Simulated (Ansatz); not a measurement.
# C2H6FNSi: a ladder of functionals and wavefunction methods

One table from this session's results is given with a row withheld; the runs are named, their logs left out.

Program: Ansatz 0.2.0, Gaussian basis. Level of theory: functionals in def2-TZVPP, the program's frozen cores in correlated methods. These are calculated values, not measurements.

Plan: LDA (SPW92), PBE-D4, revPBE-D4, BLYP-D4, r2SCAN-D4, B97M-V, PBE0-D4, B3LYP-D4, r2SCANh-D4, r2SCAN0-D4, HSE06-D4, BHLYP-D4, CAM-B3LYP-D4, LC-ωPBE, ωB97X-V, ωB97M-V, B2PLYP, PBE-QIDH; CCSD(T)/def2-SVP; CCSD(T)/def2-TZVPP; MP2/def2-QZVPP; extrapolation to the limit; RPA on PBE.

### Structure used throughout

All runs share one geometry, relaxed beforehand with PBE0-D4 in a triple-zeta def2 set.

11 atoms, charge 0, spin multiplicity 1.

Atoms are counted from 1 here; the program's logs count them from 0.

Bond lengths: N1–C2 1.369 Å, N1–H6 1.007 Å, N1–H7 1.004 Å, C2–C3 1.339 Å, C2–H8 1.083 Å, C3–F4 1.371 Å, C3–Si5 1.849 Å, Si5–H9 1.487 Å, Si5–H10 1.488 Å, Si5–H11 1.488 Å. Angles: C2–N1–H6 116.0°, C2–N1–H7 117.1°, H6–N1–H7 114.5°, N1–C2–C3 125.3°, N1–C2–H8 116.4°, C3–C2–H8 118.2°, C2–C3–F4 116.5°, C2–C3–Si5 126.3°, F4–C3–Si5 117.2°, C3–Si5–H9 106.6°, C3–Si5–H10 111.9°, C3–Si5–H11 111.4°, H9–Si5–H10 109.6°, H9–Si5–H11 109.7°, H10–Si5–H11 107.6°.

Coordinates:

```csv
atom,x (Å),y (Å),z (Å)
N1,-1.55965,1.55458,-0.23605
C2,-0.89603,0.35791,-0.18579
C3,0.40403,0.20551,0.09419
F4,1.09764,1.34284,0.41963
Si5,1.34977,-1.38320,0.07404
H6,-1.08959,2.33802,0.18714
H7,-2.55237,1.53385,-0.08439
H8,-1.46994,-0.52336,-0.44589
H9,0.37818,-2.45042,-0.28211
H10,2.45297,-1.35826,-0.92353
H11,1.95040,-1.67447,1.40336
```

The first run:

Input file in.yaml:

```yaml
crystal:
  periodic: [false, false, false]
  atoms:
    - {symbol: N, position_ang: [-1.559652, 1.554580, -0.236054]}
    - {symbol: C, position_ang: [-0.896034, 0.357912, -0.185786]}
    - {symbol: C, position_ang: [0.404035, 0.205509, 0.094189]}
    - {symbol: F, position_ang: [1.097645, 1.342835, 0.419625]}
    - {symbol: Si, position_ang: [1.349770, -1.383201, 0.074041]}
    - {symbol: H, position_ang: [-1.089589, 2.338018, 0.187139]}
    - {symbol: H, position_ang: [-2.552373, 1.533855, -0.084389]}
    - {symbol: H, position_ang: [-1.469943, -0.523361, -0.445890]}
    - {symbol: H, position_ang: [0.378179, -2.450415, -0.282107]}
    - {symbol: H, position_ang: [2.452966, -1.358262, -0.923526]}
    - {symbol: H, position_ang: [1.950397, -1.674471, 1.403359]}
basis:
  gaussian: {orbitals: def2-TZVPP}
hamiltonian: {xc: lda}
output: {orbitals: {seedname: orbitals}}
```

The run is started by

```
$ ansatz run in.yaml --threads 4 --pin off --events-out ev --progress --plain --max-ram 10444MiB
```

Steps of the session up to this table: LDA; PBE-D4 (GGA); revPBE-D4 (GGA); BLYP-D4 (GGA); r2SCAN-D4 (meta-GGA); B97M-V (meta-GGA); B3LYP-D4 (hybrid); r2SCANh-D4 (hybrid); r2SCAN0-D4 (hybrid); HSE06-D4 (hybrid); BHLYP-D4 (hybrid); CAM-B3LYP-D4 (range-separated); LC-ωPBE (range-separated); ωB97X-V (range-separated); ωB97M-V (range-separated); B2PLYP (double hybrid); PBE-QIDH (double hybrid).

One of the session's tables, all rows but one given; the rest of the session is left out.

It belongs to the step «Frontier levels by functional». 

| functional | HOMO (eV) | LUMO (eV) | gap (eV) |
| --- | --- | --- | --- |
| LDA (SPW92) | -5.17 | -0.68 | 4.49 |
| PBE-D4 | -5.00 | -0.48 | 4.53 |
| revPBE-D4 | -4.94 | -0.40 | 4.54 |
| BLYP-D4 | -4.87 | -0.36 | 4.51 |
| r2SCAN-D4 | -5.21 | -0.27 | 4.94 |
| B97M-V | -5.33 | -0.31 | 5.02 |
| PBE0-D4 | -6.17 | 0.45 | 6.63 |
| B3LYP-D4 | -5.97 | 0.21 | 6.19 |
| r2SCANh-D4 | -5.65 | 0.07 | 5.72 |
| r2SCAN0-D4 | -6.31 | 0.58 | 6.90 |
| HSE06-D4 | ? | ? | ? |
| BHLYP-D4 | -7.24 | 1.32 | 8.55 |
| CAM-B3LYP-D4 | -7.48 | 1.45 | 8.93 |
| LC-ωPBE | -8.78 | 2.68 | 11.45 |
| ωB97X-V | -8.43 | 2.56 | 10.98 |
| ωB97M-V | -8.35 | 2.15 | 10.49 |

**Question.** Estimate the row for HSE06-D4.

The run gave: HOMO (eV): -5.77; LUMO (eV): 0.08; gap (eV): 5.85. In the column «HOMO (eV)» it lies between B3LYP-D4 (-5.97) and r2SCANh-D4 (-5.65).
